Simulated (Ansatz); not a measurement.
Predict the output of the script below (Ansatz 0.2.0, Python API).

Contents of `br3geh.xyz`:
```text
5

Br   -0.89110    0.30830    2.05870
Ge   -0.06340    0.10600   -0.09520
Br    2.23170    0.19310   -0.00610
Br   -0.65110   -1.92890   -0.98110
H    -0.57620    1.24780   -1.01770
```

The script, `br3geh.py`:
```python
from pathlib import Path
import json

import ansatz as az
import numpy as np

params = {
    "basis_set": "def2-SVP",
    "functional": "b3lyp",
    "vdw": "d3bj",
}


def main() -> None:
    br3geh = az.Crystal.molecule_from_extxyz("br3geh.xyz")

    job = (
        br3geh.calculation()
        .basis(gaussian=params["basis_set"])
        .functional(params["functional"], dispersion=params["vdw"])
        .forces()
        .orbitals()
    )
    res = job.run(threads=1, pin="off", runs_dir="br3geh_runs")
    rep = res.report

    print(f"E = {rep['free_energy_ev']:.6f} eV = {rep['free_energy_ev'] / 27.211386246:.7f} Ha")
    print("converged:", rep["converged"], " doubts:", rep["published_state_doubts"] or "none")

    symbols = [site.symbol for site in br3geh.cartesian_sites]
    print("forces (eV/A)")
    for symbol, f in zip(symbols, rep["forces_ev_ang"]):
        print(f"  {symbol:2s} {f[0]:9.4f} {f[1]:9.4f} {f[2]:9.4f}")

    charges = rep["charge_distribution"]
    dipole = np.array(charges["dipole_moment_e_ang"]) * 4.803205
    print("dipole (D): {:.3f} {:.3f} {:.3f}, length {:.3f}".format(*dipole, np.linalg.norm(dipole)))
    print("atom  Mulliken   Lowdin")
    for symbol, m, l in zip(symbols, charges["mulliken_charges_e"], charges["lowdin_charges_e"]):
        print(f"{symbol:4s} {m:9.3f} {l:8.3f}")

    lines = Path(rep["orbitals_path"]).read_text().splitlines()
    field_of = lambda key: [line.split("=")[1].strip() for line in lines if line.startswith(key)]
    orbitals = [(27.211386 * float(e), s, float(n)) for e, s, n in zip(field_of("Ene="), field_of("Spin="), field_of("Occup="))]
    homo = max(e for e, _, n in orbitals if n > 0.5)
    lumo = min(e for e, _, n in orbitals if n < 0.5)
    for e, spin, n in sorted(orbitals):
        if homo - 6 < e < lumo + 5:
            print(f"{spin:6s} {e:10.3f} eV  occupation {n:.0f}")
    with open("br3geh.json", "w") as handle:
        json.dump({k: rep[k] for k in ("free_energy_ev", "reference_energy_ev", "n_occupied", "n_virtual")}, handle, indent=1)


if __name__ == "__main__":
    main()
```

```console
$ python br3geh.py
E = -266648.147725 eV = -9799.1386883 Ha
converged: True  doubts: none
forces (eV/A)
  Br   -0.0223    0.0087   -0.1152
  Ge   -0.1073    0.3641   -0.1227
  Br    0.2128    0.0462    0.0232
  Br   -0.1284   -0.1787   -0.0564
  H     0.0453   -0.2403    0.2711
dipole (D): -0.476 0.829 -0.671, length 1.168
atom  Mulliken   Lowdin
Br      -0.182    0.141
Ge       0.564   -0.410
Br      -0.183    0.148
Br      -0.178    0.154
H       -0.021   -0.033
Alpha     -11.088 eV  occupation 2
Alpha     -10.752 eV  occupation 2
Alpha     -10.709 eV  occupation 2
Alpha      -8.799 eV  occupation 2
Alpha      -8.773 eV  occupation 2
Alpha      -8.494 eV  occupation 2
Alpha      -8.395 eV  occupation 2
Alpha      -8.354 eV  occupation 2
Alpha      -8.132 eV  occupation 2
Alpha      -2.306 eV  occupation 0
Alpha      -0.431 eV  occupation 0
Alpha      -0.358 eV  occupation 0
Alpha       1.092 eV  occupation 0
```

It writes `br3geh.json`:
```json
{
 "free_energy_ev": -266648.14772456617,
 "reference_energy_ev": -266647.7528106908,
 "n_occupied": [
  69,
  69
 ],
 "n_virtual": [
  64,
  64
 ]
}
```

Total energies depend on the basis set; only differences at equal settings carry meaning. The geometry is a force-field or estimated start, not a minimum of this method, and the basis set is short of its limit. The Löwdin charges here are taken after orthogonalising the functions within each atom; they differ from plain Löwdin charges, and their signs can be unphysical. Alpha marks a spatial orbital of a restricted run, filled by both spins. b3lyp holds the VWN-RPA fit, as in Gaussian; the form of ORCA and Turbomole is b3lyp5. Levels such as HOMO and LUMO are orbital energies: with these approximate functionals they aren't the ionisation energy and electron affinity, and their gap isn't the fundamental gap. Finished in 6.6 s on 1 thread of AMD EPYC 9R14 (Zen 4), on a shared host, peak memory 0.49 GiB.

(Lines on the test bed's own set-up are left out of the output.)
